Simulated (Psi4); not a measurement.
# InNH3Cl (SMILES [NH2][InH][Cl]) at HF/STO-3G

Aim: the vertical singlet–triplet gap of InNH3Cl at HF/STO-3G, from 2 runs. Input form: a Python script.

Program for the calculation: Psi4 1.11.

1 further run of the same task is left out (set aside as unsound or not needed).

## Step 1: The molecule

The species is InNH3Cl (6 atoms), meant as a singlet with charge 0. SMILES: `[NH2][InH][Cl]`. The coordinates come from a PBE0-D4/def2-TZVP relaxation.

Bond lengths: N1–In2 1.995 Å, In2–Cl3 2.339 Å, N1–H4 1.007 Å, N1–H5 1.008 Å, In2–H6 1.693 Å. Angles: N1–In2–Cl3 109.2°, N1–In2–H6 131.5°, Cl3–In2–H6 119.1°, In2–N1–H4 121.6°, In2–N1–H5 118.5°, H4–N1–H5 111.0°.

## Step 2: The energy at HF/STO-3G

File clh3inn.py:

```python
import psi4

psi4.set_memory('2200 MB')
psi4.set_num_threads(1)
psi4.core.set_output_file('clh3inn.out', False)

m = psi4.geometry("""
0 1
N
In 1 1.995092
Cl 2 2.338841 1 109.21054
H 1 1.007319 2 121.55473 3 -161.39576
H 1 1.008088 4 110.99422 2 -146.64709
H 2 1.693091 1 131.52947 4 23.85832
symmetry c1
""")

psi4.set_options({
    'basis': 'STO-3G',
    'puream': True,
    'e_convergence': 1e-09,
    'd_convergence': 1e-08,
    'scf_type': 'pk',
})

result, w = psi4.energy('scf', return_wfn=True)
psi4.oeprop(w, 'MAYER_INDICES', 'MULLIKEN_CHARGES', 'DIPOLE', title='SCF')
print('E =', round(result, 9))
for k, v in sorted(psi4.core.scalar_variables().items()):
    print(f'{k:45s} {v:18.10f}')
```

Started as:

```console
$ python clh3inn.py
```

clh3inn.out:

```text
[...]
  Running in c1 symmetry.
[...]
  Nuclear repulsion =  348.328235527364825
[...]
  Multiplicity = 1
[...]
  Nalpha       = 38
  Nbeta        = 38
[...]
    Number of basis functions: 44
[...]
   @RHF iter   1: -6192.68412193743552   -3.47135e+00   1.39121e-02 ADIIS/DIIS
[...]
   @RHF iter  11: -6193.04373314195254    3.63798e-12   2.19355e-09 DIIS
[...]
    Orbital Energies [Eh]
    ---------------------
    Doubly Occupied:
       1A   -986.922993     2A   -146.058634     3A   -138.070765
       4A   -138.069338     5A   -138.068864     6A   -103.556874
       7A    -27.744662     8A    -24.764416     9A    -24.760187
      10A    -24.758943    11A    -16.630449    12A    -16.630359
      13A    -16.629085    14A    -16.624800    15A    -16.624170
      16A    -15.226984    17A    -10.254746    18A     -7.697478
      19A     -7.694004    20A     -7.693700    21A     -4.281014
      22A     -3.101277    23A     -3.093739    24A     -3.087377
      25A     -1.024686    26A     -0.933414    27A     -0.608329
      28A     -0.602330    29A     -0.596638    30A     -0.595306
      31A     -0.592170    32A     -0.552586    33A     -0.462980
      34A     -0.397510    35A     -0.356014    36A     -0.346861
[...]
  @RHF Final Energy: -6193.04373314195254
   => Energetics <=
    Nuclear Repulsion Energy =            348.3282355273648250
    One-Electron Energy =               -9271.2655547614085663
    Two-Electron Energy =                2729.8935860920919367
    Total Energy =                      -6193.0437331419525435
[...]
 Multipole Moments:
 ------------------------------------------------------------------------------------
     Multipole            Electronic (a.u.)      Nuclear  (a.u.)        Total (a.u.)
 ------------------------------------------------------------------------------------
 L = 1.  Multiply by 2.5417464519 to convert [e a0] to [Debye]
 Dipole X            :         -0.0896299            0.4281662            0.3385364
 Dipole Y            :          4.6234917           -3.2360194            1.3874723
 Dipole Z            :          4.2575869           -4.7480978           -0.4905110
 Magnitude           :                                                    1.5100620
[...]
  Mulliken Charges: (a.u.)
   Center  Symbol    Alpha    Beta     Spin     Total
       1     N     3.79883  3.79883  0.00000 -0.59767
       2    IN    24.00539 24.00539  0.00000  0.98922
       3    CL     8.75103  8.75103  0.00000 -0.50207
       4     H     0.43195  0.43195  0.00000  0.13609
       5     H     0.42923  0.42923  0.00000  0.14154
       6     H     0.58356  0.58356  0.00000 -0.16711
   Total alpha = 38.00000, Total beta = 38.00000, Total charge =  0.00000
  Mayer Bond Indices:
[...]
```

The script printed:

```text
E = -6193.043733142
CURRENT ENERGY                                  -6193.0437331420
CURRENT REFERENCE ENERGY                        -6193.0437331420
DD SOLVATION ENERGY                                 0.0000000000
HF KINETIC ENERGY                                6184.2061488731
HF POTENTIAL ENERGY                            -12377.2498820150
HF TOTAL ENERGY                                 -6193.0437331420
HF VIRIAL RATIO                                     2.0014290572
NUCLEAR REPULSION ENERGY                          348.3282355274
ONE-ELECTRON ENERGY                             -9271.2655547614
PCM POLARIZATION ENERGY                             0.0000000000
PE ENERGY                                           0.0000000000
SCF ITERATION ENERGY                            -6193.0437331420
SCF ITERATIONS                                     11.0000000000
SCF TOTAL ENERGY                                -6193.0437331420
TWO-ELECTRON ENERGY                              2729.8935860921
```

Wall time 3 s (1 thread of Intel Xeon Platinum 8259CL at 2.50GHz (Skylake/Cascade Lake), shared host); peak memory 0.19 GiB.

## Step 3: The triplet

File clh3inn.xyz:

```xyz
6
ClH3InN
N     -1.020800     0.188100    -0.504100
In     0.792100     0.148600     0.327900
Cl     0.990800    -1.771000     1.649200
H     -1.219400     0.761400    -1.308200
H     -1.558200    -0.664500    -0.526800
H      2.057500     1.273400     0.315800
```

File run.py:

```python
import psi4

psi4.set_memory('2200 MB')
psi4.set_num_threads(1)
psi4.set_output_file('clh3inn.out', False)

with open('clh3inn.xyz') as f:
    atoms = ''.join(f.readlines()[2:])
molecule = psi4.geometry('0 3\n' + atoms + 'symmetry c1')

psi4.set_options({
    'basis': 'STO-3G',
    'reference': 'uhf',
    'puream': True,
    'e_convergence': 1e-09,
    'd_convergence': 1e-08,
    'scf_type': 'pk',
    'maxiter': 100,
})

energy_value, wavefunction = psi4.energy("hf", return_wfn=True)
psi4.oeprop(wavefunction, "LOWDIN_CHARGES", "MAYER_INDICES", "DIPOLE", title="HF")
print(f'total energy {energy_value:.8f} hartree = {energy_value * 27.211386:.5f} eV')
for k, v in sorted(psi4.core.scalar_variables().items()):
    print(f'{k:45s} {v:18.10f}')
```

Started as:

```console
$ python run.py
```

clh3inn.out:

```text
[...]
  Running in c1 symmetry.
[...]
  Nuclear repulsion =  348.328211132540332
[...]
  Multiplicity = 3
[...]
  Nalpha       = 39
  Nbeta        = 37
[...]
    Number of basis functions: 44
[...]
   @UHF iter   1: -6192.58972915045706   -3.37696e+00   1.26664e-02 ADIIS/DIIS
[...]
   @UHF iter  16: -6192.87832311270722   -9.09495e-12   8.45767e-09 DIIS
[...]
   @S^2 Observed:                2.034270602E+00
[...]
    Orbital Energies [Eh]
    ---------------------
    Alpha Occupied:
       1A   -986.828926     2A   -145.965834     3A   -137.978213
       4A   -137.976423     5A   -137.975913     6A   -103.501056
       7A    -27.653518     8A    -24.672713     9A    -24.669703
      10A    -24.668295    11A    -16.537994    12A    -16.536781
      13A    -16.536603    14A    -16.534453    15A    -16.533501
      16A    -15.543440    17A    -10.200596    18A     -7.642433
      19A     -7.640398    20A     -7.639918    21A     -4.195328
      22A     -3.011303    23A     -3.009141    24A     -3.005745
      25A     -1.291337    26A     -0.883391    27A     -0.774462
      28A     -0.684496    29A     -0.649099    30A     -0.513059
      31A     -0.502271    32A     -0.500841    33A     -0.498133
      34A     -0.477697    35A     -0.370667    36A     -0.308355
[...]
  @UHF Final Energy: -6192.87832311270722
   => Energetics <=
    Nuclear Repulsion Energy =            348.3282111325403321
    One-Electron Energy =               -9274.3328118995177647
    Two-Electron Energy =                2733.1262776542694155
    Total Energy =                      -6192.8783231127072213
  UHF NO Occupations:
  HONO-2 :   37  A 1.9875512
  HONO-1 :   38  A 1.0000000
[...]
 Multipole Moments:
 ------------------------------------------------------------------------------------
     Multipole            Electronic (a.u.)      Nuclear  (a.u.)        Total (a.u.)
 ------------------------------------------------------------------------------------
 L = 1.  Multiply by 2.5417464519 to convert [e a0] to [Debye]
 Dipole X            :          2.2585373           -4.8978477           -2.6393103
 Dipole Y            :          4.2276537           -2.9129384            1.3147154
 Dipole Z            :         -1.1844471           -0.8517307           -2.0361778
 Magnitude           :                                                    3.5833581
[...]
```

The script printed:

```text
total energy -6192.87832311 hartree = -168516.80250 eV
CURRENT ENERGY                                  -6192.8783231127
CURRENT REFERENCE ENERGY                        -6192.8783231127
DD SOLVATION ENERGY                                 0.0000000000
HF KINETIC ENERGY                                6184.3092492375
HF POTENTIAL ENERGY                            -12377.1875723502
HF TOTAL ENERGY                                 -6192.8783231127
HF VIRIAL RATIO                                     2.0013856154
NUCLEAR REPULSION ENERGY                          348.3282111325
ONE-ELECTRON ENERGY                             -9274.3328118995
PCM POLARIZATION ENERGY                             0.0000000000
PE ENERGY                                           0.0000000000
SCF ITERATION ENERGY                            -6192.8783231127
SCF ITERATIONS                                     16.0000000000
SCF TOTAL ENERGY                                -6192.8783231127
TWO-ELECTRON ENERGY                              2733.1262776543
```

Run time: 3 s. Hardware: 1 thread of Intel Xeon Platinum 8259CL at 2.50GHz (Skylake/Cascade Lake), shared host; peak memory 0.19 GiB.

## Step 4: Outcome

At HF/STO-3G:

```
                                        quantity           value
                           singlet: total energy  -6193.04373 Eh
                          singlet: dipole moment          3.84 D
                            singlet: HOMO energy        -8.02 eV
                            singlet: LUMO energy         5.83 eV
                          singlet: HOMO–LUMO gap        13.85 eV
                           triplet: total energy  -6192.87832 Eh
                          triplet: dipole moment          9.11 D
     triplet: HOMO energy (highest over α and β)        -1.34 eV
      triplet: LUMO energy (lowest over α and β)         3.08 eV
                                   triplet: ⟨S²⟩           2.034
vertical energy of the triplet above the singlet        4.501 eV
```

**Reading.** At this shape the triplet lies 4.50 eV (434 kJ/mol) above the singlet. In a minimal basis such a difference can be off by several eV, whatever the method. Relativity is left out (singlet) although the molecule holds a heavy atom. Relativity is left out (triplet) although the molecule holds a heavy atom.
